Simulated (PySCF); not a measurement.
**(Cl)3Hf-O-SiH3: geometry, NMR shifts and electronic excitations**

Aim: predict the NMR shifts and electronic excitations of (Cl)3Hf-O-SiH3.

Programs: PySCF 2.14.0, with density-fitted response routines of our own. Each step states its level of theory. These are calculated values for one molecule in the gas phase, unless marked as measured. Atoms are numbered from 0 throughout.

## 1. The starting structure

9 atoms, charge 0, multiplicity 1; geometry from: GFN2-xTB. The atoms were then displaced at random by about 0.03 Å, so the start is not that level's minimum.

Bonds of the start (Å): Hf0–Cl1 2.29, Hf0–Cl2 2.13, Hf0–Cl3 2.32, Hf0–O4 1.85, O4–Si5 1.61, Si5–H6 1.48, Si5–H7 1.45, Si5–H8 1.49.

## 2. Optimising the geometry at PBE0-D3(BJ)/def2-SVP

Job settings and geometry (Å):

```
{"job": {"xc": "PBE0", "basis": "def2-SVP", "d3": "d3bj", "grid": 1, "maxiter": 40, "shake": 0.03, "kind": "geom"}, "charge": 0, "multiplicity": 1}
Hf    -0.816390     0.192380     1.120540
Cl    -2.529140    -0.254210     2.570330
Cl     0.941750     0.450020     2.299570
Cl    -1.346300     2.293180     0.283870
O     -0.466640    -0.845340    -0.365630
Si     0.806500    -0.536440    -1.309360
H      1.265430     0.857420    -1.096870
H      0.398650    -0.767560    -2.681720
H      1.878880    -1.458910    -0.846390
```

On the command line:

```sh
$ OMP_NUM_THREADS=1 python probes_run.py task.json out
```

One launch serves the whole session: the jobs run in the order shown.

The log of the run:

```text
step   0  E = -1794.20276098  max force = 0.087041
step   1  E = -1794.23314676  max force = 0.018375
step   2  E = -1794.23671332  max force = 0.006744
step   3  E = -1794.23918751  max force = 0.008787
step   4  E = -1794.24069262  max force = 0.009996
step   5  E = -1794.24188015  max force = 0.009928
step   6  E = -1794.24270916  max force = 0.004185
step   7  E = -1794.24304664  max force = 0.002882
step   8  E = -1794.24340775  max force = 0.002934
step   9  E = -1794.24383268  max force = 0.003962
step  10  E = -1794.24436377  max force = 0.004521
step  11  E = -1794.24498668  max force = 0.003027
step  12  E = -1794.24566052  max force = 0.001876
step  13  E = -1794.24588372  max force = 0.004542
step  14  E = -1794.24530501  max force = 0.009965
step  15  E = -1794.24592864  max force = 0.003954
step  16  E = -1794.24603245  max force = 0.001435
step  17  E = -1794.24600423  max force = 0.001763
step  18  E = -1794.24600863  max force = 0.001855
step  19  E = -1794.24602006  max force = 0.000879
step  20  E = -1794.24602516  max force = 0.000565
step  21  E = -1794.24602789  max force = 0.000498
step  22  E = -1794.24603038  max force = 0.000431
step  23  E = -1794.24603330  max force = 0.000369
optimisation converged
```

Wall time 3.2 min (1 thread of Intel Xeon 6975P-C, shared host); peak memory 0.5 GiB.

The steps of the relaxation: (the energy doesn't fall at every step)

| step | energy from step 0 (eV) | largest force component (eV/Å) |
| --- | --- | --- |
| 0 | 0.0000 | 4.4758 |
| 1 | -0.8268 | 0.9449 |
| 2 | -0.9239 | 0.3468 |
| 3 | -0.9912 | 0.4518 |
| 4 | -1.0322 | 0.5140 |
| 5 | -1.0645 | 0.5105 |
| 6 | -1.0870 | 0.2152 |
| 7 | -1.0962 | 0.1482 |
| 8 | -1.1061 | 0.1509 |
| 9 | -1.1176 | 0.2037 |
| 10 | -1.1321 | 0.2325 |
| 11 | -1.1490 | 0.1557 |
| 12 | -1.1674 | 0.0965 |
| 13 | -1.1734 | 0.2336 |
| 14 | -1.1577 | 0.5124 |
| 15 | -1.1747 | 0.2033 |
| 16 | -1.1775 | 0.0738 |
| 17 | -1.1767 | 0.0907 |
| 18 | -1.1768 | 0.0954 |
| 19 | -1.1771 | 0.0452 |
| 20 | -1.1773 | 0.0291 |
| 21 | -1.1774 | 0.0256 |
| 22 | -1.1774 | 0.0222 |
| 23 | -1.1775 | 0.0190 |

Distances of close pairs at the start and the end, largest changes first:

| bond | before (Å) | after (Å) | change (Å) |
| --- | --- | --- | --- |
| Hf0–Si5 | 3.012 | 3.582 | +0.571 |
| Hf0–Cl2 | 2.132 | 2.343 | +0.210 |
| O4–Si5 | 1.615 | 1.679 | +0.064 |
| Hf0–O4 | 1.846 | 1.906 | +0.060 |
| Hf0–Cl1 | 2.288 | 2.336 | +0.048 |
| Si5–H7 | 1.450 | 1.490 | +0.040 |
| Hf0–Cl3 | 2.323 | 2.340 | +0.017 |
| Si5–H6 | 1.483 | 1.490 | +0.007 |

The final coordinates are the input of the step that follows.

| at the end point | value |
| --- | --- |
| point group (found at 0.08 Å tolerance) | C1 |
| rotational constants (GHz, main isotopes) | 0.976, 0.656, 0.647 |
| dipole moment (D) | 2.41 |

## 3. Nuclear shieldings: PBE0/def2-TZVP+pcSseg-1

Job settings and geometry (Å):

```
{"job": {"kind": "nmr", "xc": "PBE0", "basis": {"default": "pcSseg-1", "Hf": "def2-TZVP"}}, "charge": 0, "multiplicity": 1}
Hf    -0.362488     0.870646     1.413555
Cl    -2.191291    -0.184383     2.412745
Cl     1.406489     0.932297     2.948538
Cl    -0.991720     3.019201     0.734458
O      0.138509    -0.116264    -0.138324
Si     0.464168    -0.966806    -1.548657
H      1.322315    -0.123812    -2.427383
H     -0.826183    -1.272859    -2.228008
H      1.172941    -2.227480    -1.192584
```

With the program's defaults for keys left out, this is: GIAO PBE0/pcSseg-1 Hf:def2-TZVP NMR shielding, scalar relativity only through core potentials, gas phase.

The log of the run:

```text
coarse grid: 46800 points
cycle   1  E = -1794.5994200557  dE = -1.880e+01  |g| = 9.037e-01  |ddm| = 7.199e+00
cycle   2  E = -1794.2040564991  dE =  3.954e-01  |g| = 1.647e+00  |ddm| = 1.732e+00
cycle   3  E = -1794.7459040851  dE = -5.418e-01  |g| = 2.370e-01  |ddm| = 1.171e+00
cycle   4  E = -1794.7565378072  dE = -1.063e-02  |g| = 8.572e-02  |ddm| = 2.547e-01
cycle   5  E = -1794.7579941245  dE = -1.456e-03  |g| = 4.928e-02  |ddm| = 1.233e-01
cycle   6  E = -1794.7586379623  dE = -6.438e-04  |g| = 2.012e-03  |ddm| = 4.614e-02
cycle   7  E = -1794.7586387872  dE = -8.249e-07  |g| = 6.995e-04  |ddm| = 2.661e-03
final grid: 89864 points
cycle   8  E = -1794.7584822419  dE = -1.696e-07  |g| = 6.054e-04  |ddm| = 1.698e-03
cycle   9  E = -1794.7584822228  dE =  1.907e-08  |g| = 6.695e-04  |ddm| = 1.031e-03
cycle  10  E = -1794.7584823188  dE = -9.597e-08  |g| = 2.036e-04  |ddm| = 5.845e-04
cycle  11  E = -1794.7584823267  dE = -7.899e-09  |g| = 1.670e-05  |ddm| = 1.228e-04
cycle  12  E = -1794.7584823267  dE = -3.911e-11  |g| = 8.694e-06  |ddm| = 1.946e-05
converged SCF energy = -1794.7584823267

GIAO shielding tensors (ppm)
atom      isotropic    diamagn.    paramagn.     s11        s22        s33       span
  0 Hf         nan         nan         nan        nan        nan        nan        nan
  1 Cl     536.604    1149.224    -612.620    216.139    367.275   1026.398    810.259
  2 Cl     543.317    1149.106    -605.789    224.577    376.961   1028.412    803.835
  3 Cl     541.235    1149.217    -607.983    216.733    378.486   1028.485    811.751
  4 O       77.024     395.709    -318.685    -27.049    -22.310    280.431    307.480
  5 Si     377.932     877.547    -499.615    337.371    338.338    458.088    120.716
  6 H       26.148      28.004      -1.856     23.188     24.836     30.419      7.231
  7 H       26.107      28.137      -2.030     23.146     24.898     30.277      7.132
  8 H       26.163      27.967      -1.805     23.187     24.821     30.480      7.293
```

Run time: 24 s. Hardware: 1 thread of Intel Xeon 6975P-C, shared host; peak memory 1 GiB.

Shifts follow as δ = σ(reference) − σ, with reference shieldings (ppm) from runs at the same level and on the same kind of geometry: 1H TMS 31.27, 29Si TMS 352.0, 17O H2O 334.6, 35Cl HCl 943. The references are single molecules in the gas phase, so shifts against H2O, NH3, PH3, H3PO4 or CFCl3 are not on the usual liquid scales and can be off by tens of ppm. Atoms listed in one row are averaged.

| atoms | environment | σ (ppm) | δ (ppm) |
| --- | --- | --- | --- |
| H6, H7, H8 | hydrogen on a silicon bonded to O | 26.14 | 5.13 |
| Cl1, Cl2, Cl3 | chlorine bonded to Hf | 540 | 403 |
| O4 | oxygen bonded to Hf, Si | 77.0 | 257.5 |
| Si5 | silicon bonded to O, 3 H | 377.9 | -25.9 |

Atoms past Kr carry core potentials, so their printed shieldings have no meaning and are left out of the table.

Charges from the same density, by scheme (e):

| atoms | Mulliken | ESP fit |
| --- | --- | --- |
| Hf0 | 1.18 | 0.79 |
| Cl1, Cl2, Cl3 | -0.29 | -0.22 |
| O4 | -0.71 | -0.35 |
| Si5 | 0.70 | 0.50 |

Mayer bond orders: Hf0–Cl1 1.14, Hf0–Cl2 1.13, Hf0–Cl3 1.14, Hf0–O4 1.12, O4–Si5 0.84.

With diffuse functions Mulliken charges and Mayer bond orders lose their meaning; the other schemes are steadier.

The fields below are evaluated on a grid from the run's orbitals.

Frontier orbitals at PBE0/def2-TZVP+pcSseg-1, with the share of their density that lies nearest to each atom:

| orbital | energy (eV) | lies on |
| --- | --- | --- |
| HOMO | -9.46 | Cl1, Cl2 about 30 % each; Cl3 23 %; O4 7 % |
| LUMO | -1.63 | Hf0 68 %; Cl1, Cl3 about 10 % each; Cl2 6 % |

ELF in a plane through or near 4 of the atoms.

Ten even steps from ' ' (0.00) to '@' (1.00):
```
                                                        
                                                        
                                      ......            
                                  ..::--==--::..        
          ::**####==..            ::==++****++==..      
        **@@@@@@@@@@**            --++######**++--      
      ..%%@@@@@@@@@@++    ....    ::==**####**++--      
        **@@@@@@@@@@==..--++++::    ..::++++++--..      
        ..==%%%%--....++##%%%%++::##%%**..  ....        
          ....  ####..##**::##**++**..##**..            
          ....  **##::####==%%++++**..%%**..            
          ..----..  ..++##%%##==::##%%**..              
            --==++--....::----..  ..::--++**==--..      
            ..::--::            ..++**##%%##**==::      
                                --**##%%%%%%##++::      
                                --++**######++==..      
                                ..--==++++++--::        
                                  ..::::::::..          
                                                        
                                                        
```
The map spans 10.4 Å across and 9.2 Å up, centred on the molecule. Atoms in the plane (x, y in Å): Hf0 (1.7, 0.0), O4 (-0.2, 0.1), Si5 (-1.9, 0.0), H8 (-2.4, 1.4).

log10 of the density (e/Å³) in the same plane.

Ten even steps from '0' (-4.0) to '9' (1.4):
```
0000000000000000000000000000
0000000000000000001111100001
0000001111000000122333321011
0000112222110001233444432111
0001223333221112344555443210
0012345554432233445666554320
0012456665544444455666554320
0113456776555555556666554320
0012456677667776688765543210
0012456699778987787876443210
0012456699778987787876443210
0012445666667776678765443210
0012345555555555566666543210
0001234444433444556666554210
0001223333322233456666554210
0000111222111123455665543210
0000000010000012344555443100
0000000000000001233443332000
0000000000000000112222110000
0000000000000000000000000000
```
The map spans 10.4 Å across and 9.2 Å up, centred on the molecule. Atoms in the plane (x, y in Å): Hf0 (1.7, 0.0), O4 (-0.2, 0.1), Si5 (-1.9, 0.0), H8 (-2.4, 1.4).

On the surface of density 0.002 e/bohr³ the electrostatic potential runs, from the 1st to the 99th percentile, from -0.30 V near Cl2 to 2.37 V near Hf0.

## 4. Excited states and response: CAM-B3LYP/def2-SVPD

Settings changed since step 3:

```diff
@@ -1,2 +1,2 @@
-{"job": {"kind": "nmr", "xc": "PBE0", "basis": {"default": "pcSseg-1", "Hf": "def2-TZVP"}}, "charge": 0, "multiplicity": 1}
+{"job": {"kind": "uv", "xc": "CAM-B3LYP", "basis": "def2-SVPD", "ip": true, "nstates": 10}, "charge": 0, "multiplicity": 1}
 Hf    -0.362488     0.870646     1.413555
```

Method: TDDFT CAM-B3LYP/def2-SVPD, vertical, gas phase, core orbitals frozen in the response.

The log of the run:

```text
coarse grid: 46800 points
cycle   1  E = -1794.7386949988  dE = -1.270e+01  |g| = 8.855e-01  |ddm| = 8.587e+00
cycle   2  E = -1794.5765338757  dE =  1.622e-01  |g| = 1.285e+00  |ddm| = 1.947e+00
cycle   3  E = -1794.9032665173  dE = -3.267e-01  |g| = 1.712e-01  |ddm| = 1.006e+00
cycle   4  E = -1794.9088499959  dE = -5.583e-03  |g| = 5.957e-02  |ddm| = 2.832e-01
cycle   5  E = -1794.9097433817  dE = -8.934e-04  |g| = 2.247e-02  |ddm| = 1.209e-01
cycle   6  E = -1794.9098807783  dE = -1.374e-04  |g| = 1.703e-03  |ddm| = 3.347e-02
cycle   7  E = -1794.9098820284  dE = -1.250e-06  |g| = 4.925e-04  |ddm| = 5.007e-03
final grid: 89864 points
cycle   8  E = -1794.9096053023  dE = -1.533e-07  |g| = 3.637e-04  |ddm| = 2.611e-03
cycle   9  E = -1794.9096053197  dE = -1.747e-08  |g| = 2.752e-04  |ddm| = 1.050e-03
cycle  10  E = -1794.9096053380  dE = -1.830e-08  |g| = 4.787e-05  |ddm| = 4.283e-04
cycle  11  E = -1794.9096053386  dE = -5.357e-10  |g| = 1.835e-05  |ddm| = 6.389e-05
converged SCF energy = -1794.9096053386

Static polarisability (au): isotropic 109.599, principal 106.651 107.543 114.602

Singlet excitations
state   eV       nm        f      main configurations
  1   6.5984    187.9   0.00004   H-1->L 0.55, H-2->L+1 0.16
  2   6.6298    187.0   0.00250   H->L 0.48, H-2->L+1 0.24
  3   6.6487    186.5   0.00126   H->L+1 0.32, H-2->L 0.18, H-1->L+1 0.17
  4   6.8126    182.0   0.03661   H->L 0.28, H->L+1 0.18, H-5->L+1 0.13
  5   6.8232    181.7   0.03111   H-2->L 0.39, H->L+1 0.09
  6   6.8310    181.5   0.02691   H-1->L+1 0.42, H->L+1 0.17, H-5->L 0.13
  7   7.1455    173.5   0.00637   H-3->L 0.18, H-5->L 0.14, H-6->L 0.10
  8   7.1526    173.3   0.00456   H-4->L 0.25, H-7->L 0.12, H-5->L 0.09
  9   7.1778    172.7   0.00369   H-4->L+1 0.17, H-7->L+1 0.16, H-3->L+1 0.15
 10   7.3349    169.0   0.02248   H-3->L 0.12, H-4->L+1 0.11, H-3->L+1 0.10

Triplet excitations (Tamm-Dancoff, eV): 6.2386 6.2660 6.4410 6.5562
Vertical ionisation energy (delta-SCF) = 11.5330 eV
Vertical electron affinity (delta-SCF) = 0.1226 eV
```

Wall time 3.7 min (1 thread of Intel Xeon 6975P-C, shared host); peak memory 1.1 GiB.

The orbitals next to the gap, with their largest atomic shares:

| orbital | eV | atoms |
| --- | --- | --- |
| HOMO−3 | -11.23 | Cl3 20 %, Cl2 19 %, Cl1 17 % |
| HOMO−2 | -10.82 | Cl2 32 %, O4 19 %, Cl3 15 % |
| HOMO−1 | -10.81 | Cl1 26 %, Cl3 21 %, O4 20 % |
| HOMO | -10.79 | Cl1 36 %, Cl2 32 %, Cl3 28 % |
| LUMO | -0.65 | Hf0 67 %, Cl3 13 %, Cl1 10 % |
| LUMO+1 | -0.62 | Hf0 67 %, Cl2 14 %, Cl1 9 % |
| LUMO+2 | -0.06 | Hf0 42 %, Si5 11 %, Cl3 10 % |

With each of the 10 states as a Gaussian band of 0.4 eV half-width at 1/e, the curve within the window shown has maxima at 180 nm (ε 4,500) L/(mol cm). Beyond the last state computed it falls off for lack of states. The curve at chosen wavelengths:

nm, ε (L/mol/cm) and a bar:
```
      162        722 ####
      164       1080 #######
      166       1503 ##########
      167       1734 ###########
      169       2231 ###############
      171       2762 ##################
      173       3303 ######################
      174       3564 ########################
      176       4027 ###########################
      178       4351 #############################
      180       4474 ##############################
      181       4448 ##############################
      183       4222 ############################
      185       3794 #########################
      187       3232 ######################
      188       2924 ###################
      190       2305 ###############
      192       1731 ###########
      194       1241 ########
      195       1034 #######
      197        695 ####
      199        449 ###
      201        280 #
      202        218 #
      204        129 
      206         74
```

Leading natural transition orbitals of singlet state 4: the hole lies on Cl1, Cl2 about 33 % each; Cl3 24 %; O4 7 %; the particle on Hf0 68 %; Cl1 13 %; Cl2, Cl3 about 8 % each.

Leading natural transition orbitals of singlet state 1: the hole lies on Cl1, Cl3 about 38 % each; O4 11 %; Cl2 9 %; the particle on Hf0 67 %; Cl1, Cl3 about 12 % each.

Further results of this job:

| property | computed |
| --- | --- |
| dipole moment (D) | 2.41 |
| polarisability (Å³) | 16.24 |
| HOMO–LUMO gap (eV) | 10.14 |
| −ε(HOMO) (eV) | 10.79 |

## 5. Shielding tensors: wB97X-D/def2-TZVP+pcSseg-1

Settings changed since step 4:

```diff
@@ -1,2 +1,2 @@
-{"job": {"kind": "uv", "xc": "CAM-B3LYP", "basis": "def2-SVPD", "ip": true, "nstates": 10}, "charge": 0, "multiplicity": 1}
+{"job": {"kind": "nmr", "xc": "wB97X-D", "basis": {"default": "pcSseg-1", "Hf": "def2-TZVP"}, "pop": false}, "charge": 0, "multiplicity": 1}
 Hf    -0.362488     0.870646     1.413555
```

With the program's defaults for keys left out, this is: GIAO wB97X-D/pcSseg-1 Hf:def2-TZVP NMR shielding, scalar relativity only through core potentials, gas phase.

The log of the run:

```text
coarse grid: 46800 points
cycle   1  E = -1795.2730060225  dE = -1.892e+01  |g| = 9.241e-01  |ddm| = 7.131e+00
cycle   2  E = -1795.1277145920  dE =  1.453e-01  |g| = 1.285e+00  |ddm| = 1.186e+00
cycle   3  E = -1795.4236138630  dE = -2.959e-01  |g| = 1.421e-01  |ddm| = 6.985e-01
cycle   4  E = -1795.4279076537  dE = -4.294e-03  |g| = 3.731e-02  |ddm| = 1.463e-01
cycle   5  E = -1795.4281824767  dE = -2.748e-04  |g| = 4.106e-03  |ddm| = 4.030e-02
cycle   6  E = -1795.4281914743  dE = -8.998e-06  |g| = 2.397e-03  |ddm| = 1.100e-02
final grid: 89864 points
cycle   7  E = -1795.4308404785  dE = -2.296e-04  |g| = 3.532e-03  |ddm| = 1.096e-01
cycle   8  E = -1795.4308434920  dE = -3.014e-06  |g| = 1.775e-03  |ddm| = 7.218e-03
cycle   9  E = -1795.4308439616  dE = -4.696e-07  |g| = 1.140e-03  |ddm| = 2.798e-03
cycle  10  E = -1795.4308442287  dE = -2.671e-07  |g| = 2.707e-04  |ddm| = 8.646e-04
cycle  11  E = -1795.4308442429  dE = -1.414e-08  |g| = 1.039e-04  |ddm| = 2.220e-04
cycle  12  E = -1795.4308442457  dE = -2.800e-09  |g| = 2.565e-05  |ddm| = 1.554e-04
cycle  13  E = -1795.4308442459  dE = -2.483e-10  |g| = 5.064e-06  |ddm| = 4.898e-05
converged SCF energy = -1795.4308442459

GIAO shielding tensors (ppm)
atom      isotropic    diamagn.    paramagn.     s11        s22        s33       span
  0 Hf         nan         nan         nan        nan        nan        nan        nan
  1 Cl     560.079    1149.523    -589.444    245.823    395.715   1038.700    792.877
  2 Cl     566.561    1149.401    -582.840    253.945    404.656   1041.082    787.136
  3 Cl     564.439    1149.517    -585.078    245.881    406.613   1040.822    794.941
  4 O       85.799     396.386    -310.587    -19.172    -14.946    291.513    310.685
  5 Si     379.866     877.283    -497.417    341.391    342.345    455.863    114.473
  6 H       26.379      28.147      -1.768     23.412     25.055     30.670      7.258
  7 H       26.338      28.285      -1.947     23.370     25.118     30.526      7.156
  8 H       26.394      28.109      -1.715     23.412     25.039     30.731      7.319
```

It took 21 s on 1 thread of Intel Xeon 6975P-C, shared host; peak memory 1.1 GiB.

This run: δ Cl1 376, O4 247.4, Si5 -26.9, H6 5.01 ppm (means over like atoms).

## 6. Run by run: NMR shifts

Shifts (ppm), means over like atoms, with basis size and wall time:

| run | H6 | Cl1 | O4 | Si5 | functions | time |
| --- | --- | --- | --- | --- | --- | --- |
| PBE0/def2-TZVP+pcSseg-1 | 5.13 | 403 | 257.5 | -25.9 | 168 | 24 s |
| wB97X-D/def2-TZVP+pcSseg-1 | 5.01 | 376 | 247.4 | -26.9 | 168 | 21 s |

## 7. Outcome

| quantity | value |
| --- | --- |
| point group | C1 |
| rotational constants (main isotopes) | 0.98, 0.66, 0.65 GHz |
| 1H shifts against TMS (PBE0/def2-TZVP+pcSseg-1, means over atoms taken as alike) | 5.13 ppm |
| 35Cl shifts against HCl (PBE0/def2-TZVP+pcSseg-1, means over atoms taken as alike) | 403 ppm |
| 17O shifts against H2O (PBE0/def2-TZVP+pcSseg-1) | 257.5 ppm |
| 29Si shifts against TMS (PBE0/def2-TZVP+pcSseg-1) | -25.9 ppm |
| surface potential, 1st and 99th percentile | -0.30 V and 2.37 V |
| lowest singlet (CAM-B3LYP/def2-SVPD) | 6.60 eV (188 nm), f = 0.000 |
| brightest single state of those computed | state 4, 6.81 eV, f = 0.037 |
| lowest triplet | 6.24 eV |
| vertical ionisation energy (ΔSCF) | 11.53 eV |
| vertical electron affinity (ΔSCF) | 0.12 eV |
| range of the shift of Cl1 | 376 to 403 ppm |

In words: The start was shaken at random, so part of the energy gained undoes that. Over 23 steps the energy fell by 1.177 eV; of the close pairs, Hf0–Si5 changed most, 3.012 to 3.582 Å. At PBE0/def2-TZVP+pcSseg-1: The widest tensor belongs to Cl1, Cl2, Cl3: span 809 ppm, with a paramagnetic part of -609 ppm. By nearest atom (PBE0/def2-TZVP+pcSseg-1), the HOMO sits on Cl1, Cl2 about 30 % each; Cl3 23 % and the LUMO on Hf0 68 %; Cl1, Cl3 about 10 % each. The first singlet state (HOMO−1→LUMO 0.55, HOMO−2→LUMO+1 0.16) lies at 6.60 eV and is dark; of the 10 states computed, the strongest absorption comes from states 4 to 6 together at 6.81 eV. The lowest triplet lies 0.36 eV below the lowest singlet (triplets in Tamm-Dancoff, singlets in full TDDFT). Spin-orbit coupling, left out, mixes singlets and triplets in elements this heavy. The orbital energy would give 10.79 eV for ionisation, ΔSCF gives 11.53 eV. In this run the hole sits in HOMO−1, not in the HOMO; unless the two are degenerate, this need not be the first ionisation. In ppm, Cl1 (with its like atoms) moves most: its shift spreads over 27 ppm, from 376 (wB97X-D/def2-TZVP+pcSseg-1) to 403 (PBE0/def2-TZVP+pcSseg-1). Spin-orbit coupling is left out, which matters for shieldings and couplings at and beside the heavy atoms.
